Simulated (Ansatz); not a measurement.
**Ti3W2: from a guess to a relaxed structure**

The task: take a trial cell of Ti3W2 to zero force and stress.

Program: Ansatz 0.2.0. Level of theory: DFT PBE, scalar-relativistic, plane waves, PAW. These are calculated values, not measurements.

## 1. The structure to begin with

The structure is hexagonal, space group P6/mmm (No. 191). Conventional cell: a = 4.016 Å, b = 4.016 Å, c = 6.416 Å, α = 90.00°, β = 90.00°, γ = 120.00°. Around Ti (site symmetry mmm) lie 4 Ti at 2.01 Å. Around W (site symmetry 6mm) lie 1 W at 2.26 Å.

Structure file:

```cif
data_structure
_symmetry_space_group_name_H-M 'P 1'
_symmetry_Int_Tables_number 1
_cell_length_a 4.0162
_cell_length_b 4.0162
_cell_length_c 6.4159
_cell_angle_alpha 90.000
_cell_angle_beta 90.000
_cell_angle_gamma 120.000
_cell_volume 89.62
loop_
_atom_site_label
_atom_site_type_symbol
_atom_site_fract_x
_atom_site_fract_y
_atom_site_fract_z
_atom_site_occupancy
Ti1 Ti 0.50000 0.00000 0.50000 1
Ti2 Ti 0.00000 0.50000 0.50000 1
Ti3 Ti 0.50000 0.50000 0.50000 1
W1 W 0.00000 0.00000 0.17649 1
W2 W 0.00000 0.00000 0.82351 1
```

The cell is invented: random cell by space group and Wyckoff sites (P6/mmm, No. 191). Its size is a rough estimate.

## 2. The guess as it stands, on a coarse mesh

The input, input.yaml:

```yaml
crystal:
  lattice:
    - [4.01621628, 0.0, 0.0]
    - [-2.00810814, 3.47814532, 0.0]
    - [0.0, 0.0, 6.41588503]
  atoms:
    - { symbol: Ti, position: [0.5, 0.0, 0.5] }
    - { symbol: Ti, position: [0.0, 0.5, 0.5] }
    - { symbol: Ti, position: [0.5, 0.5, 0.5] }
    - { symbol: W, position: [0.0, 0.0, 0.17649404] }
    - { symbol: W, position: [0.0, 0.0, 0.82350596] }
basis:
  ecutwfc: 420
kpoints:
  mp_grid: { grid: [6, 6, 4] }
hamiltonian:
  xc: pbe
scf:
  occupations: { method: gaussian, width: 0.1 }
  lower_state_search: "off"
output:
  forces: true
  stress: true
  eigenvalues: true
```

On the command line:

```console
> ansatz run input.yaml --threads 1 --pin off --max-ram 2560MiB --backend cpu --events-out ev --progress --plain --runs-dir out
```

Further runs follow: coarse relaxation; spin check on a coarse mesh; relaxation on the finer mesh.

What does the calculation give? Wanted: conventional cell; volume; energy over the elements; gap on the mesh.

The runs gave:

```
                              quantity                                                                       value
symmetry at the end (tolerance 0.05 Å)                                                space group P6/mmm (No. 191)
                     conventional cell  a = 5.309 Å, b = 5.309 Å, c = 4.898 Å, α = 90.00°, β = 90.00°, γ = 120.00°
                                volume                                                               23.91 Å³/atom
              energy over the elements                                                               +1.38 eV/atom
                       gap on the mesh                                                                none (metal)
```

What this shows: The space group P6/mmm (No. 191) is kept, and the volume per atom grows by 33.4 % from the first guess. With a positive formation energy it can't be a ground state. No finished test with a distortion of lower symmetry is shown, so the end may be a saddle point. The runs treat W without spin-orbit coupling. Other magnetic orders were not searched.
